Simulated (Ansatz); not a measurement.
**CH2F3Si (SMILES [CH2][Si](F)(F)F) at UPBE/def2-SVP**

Aim: the vertical ionisation energy of CH2F3Si at UPBE/def2-SVP, from 2 runs. 

The results are computed with Ansatz 0.2.0.

59 further runs of the same task are left out: 59 set aside as unsound or not needed. Runs told in other sessions of the task aren't counted.

## 1. Starting point

The species is CH2F3Si (7 atoms), meant as a doublet with charge 0. As SMILES, `[CH2][Si](F)(F)F`. The coordinates come from a PBE0-D4/def2-TZVP relaxation.

Bond lengths: C1–Si2 1.812 Å, Si2–F3 1.577 Å, Si2–F4 1.578 Å, Si2–F5 1.577 Å, C1–H6 1.084 Å, C1–H7 1.084 Å. Angles: C1–Si2–F3 111.1°, C1–Si2–F4 112.7°, C1–Si2–F5 111.2°, F3–Si2–F4 106.8°, F3–Si2–F5 108.2°, F4–Si2–F5 106.7°, Si2–C1–H6 122.2°, Si2–C1–H7 122.2°, H6–C1–H7 115.6°.

## 2. The energy at UPBE/def2-SVP

Contents of job.yaml:

```yaml
crystal:
  periodic: [false, false, false]
  atoms:
    - symbol: C
      position_ang: [-0.691800, 0.401700, 0.763500]
    - symbol: Si
      position_ang: [0.442900, -0.260900, -0.483500]
    - symbol: F
      position_ang: [0.009400, 0.178500, -1.934200]
    - symbol: F
      position_ang: [0.495400, -1.838000, -0.481100]
    - symbol: F
      position_ang: [1.916900, 0.241300, -0.236600]
    - symbol: H
      position_ang: [-1.731100, 0.616200, 0.542200]
    - symbol: H
      position_ang: [-0.380400, 0.593100, 1.784100]
basis:
  gaussian:
    orbitals: def2-SVP
magnetization:
  spin_polarized: true
  initial_magnetization: 1
hamiltonian:
  xc: pbe
accuracy: high
output: {orbitals: {seedname: orbitals}}
```

Run with:

```console
$ ansatz run job.yaml --threads 1 --pin off --max-ram 2610MiB --events-out events.jsonl --progress --plain --runs-dir runs
```

The log of the run:

```text
Warning: RAYON_NUM_THREADS=1 ignored (pool sized by the plan → 1); use --threads N
Functional definition: PBE
  name "PBE"
  parameter kappa = 0.804
  parameter beta = 0.06672455060314922
  exchange = pbe_x(kappa = kappa, mu = beta*pi^2/3)
  correlation = pbe_c(beta = beta)
1745 factors; integrals over basis functions are off by at most 4.0e-9 eV
mean field evaluation 1: about -17071.8074 eV, gradient 4.2e1 eV
mean field evaluation 2: about -17063.9952 eV, gradient 6.4e1 eV
mean field evaluation 4: about -17078.2277 eV, gradient 1.9e0 eV
mean field evaluation 8: about -17078.2455 eV, gradient 7.9e-2 eV
mean field evaluation 16: about -17078.2455 eV, gradient 6.5e-5 eV
mean field -17078.24552743 eV, -627.6139470825 hartree, gradient 1.8e-8 eV, S^2 0.752907; 0 other end points of the search recorded, 0 dependent functions left out
reference -17078.24553028 eV, -627.6139471872 hartree; 25, 24 occupied and 59, 60 virtual orbitals, 1745 factors
Total energy: -17078.24553028 eV, -627.6139471872 hartree
```

It took 8.1 s on 1 thread of Arm Neoverse V2, shared host; peak memory 0.25 GiB.

## 3. The singlet cation, same level

job.yaml, as its differences from that of step 2:

```diff
@@ -20,5 +20,3 @@
     orbitals: def2-SVP
-magnetization:
-  spin_polarized: true
-  initial_magnetization: 1
+total_charge: 1
 hamiltonian:
```

Run with:

```console
$ ansatz run job.yaml --threads 1 --pin off --max-ram 2610MiB --events-out events.jsonl --progress --plain --runs-dir runs
```

The log of the run, cut to the lines that bear on the results:

```text
Warning: RAYON_NUM_THREADS=1 ignored (pool sized by the plan → 1); use --threads N
[... 6 set-up lines as earlier in the session ...]
1745 factors; integrals over basis functions are off by at most 4.0e-9 eV
mean field evaluation 1: about -17054.6611 eV, gradient 9.1e1 eV
mean field evaluation 2: about -16954.7831 eV, gradient 2.4e2 eV
mean field evaluation 4: about -17067.4245 eV, gradient 9.1e0 eV
mean field evaluation 8: about -17067.6306 eV, gradient 2.8e-1 eV
mean field evaluation 16: about -17067.6308 eV, gradient 4.5e-5 eV
mean field -17067.63083925 eV, -627.2238644868 hartree, gradient 3.8e-8 eV, S^2 0.000000; 1 other end points of the search recorded, 0 dependent functions left out
reference -17067.63084207 eV, -627.2238645905 hartree; 24, 24 occupied and 60, 60 virtual orbitals, 1745 factors
Total energy: -17067.63084207 eV, -627.2238645905 hartree
```

Run time: 5.4 s. Hardware: 1 thread of Arm Neoverse V2, shared host; peak memory 0.2 GiB.

## 4. Summary of results

At UPBE/def2-SVP:

```
                                           quantity          value
                      doublet CH2F3Si: total energy  -627.61395 Eh
doublet CH2F3Si: HOMO energy (highest over α and β)       -6.56 eV
 doublet CH2F3Si: LUMO energy (lowest over α and β)       -4.26 eV
                              doublet CH2F3Si: ⟨S²⟩          0.753
                       singlet cation: total energy  -627.22386 Eh
                        singlet cation: HOMO energy      -15.57 eV
                        singlet cation: LUMO energy      -14.32 eV
                      singlet cation: HOMO–LUMO gap        1.24 eV
 vertical ionisation energy (to the singlet cation)      10.615 eV
```

Removing an electron at fixed nuclei costs 10.61 eV (1024 kJ/mol). Only the singlet of the ionised species was computed; a triplet could lie lower.
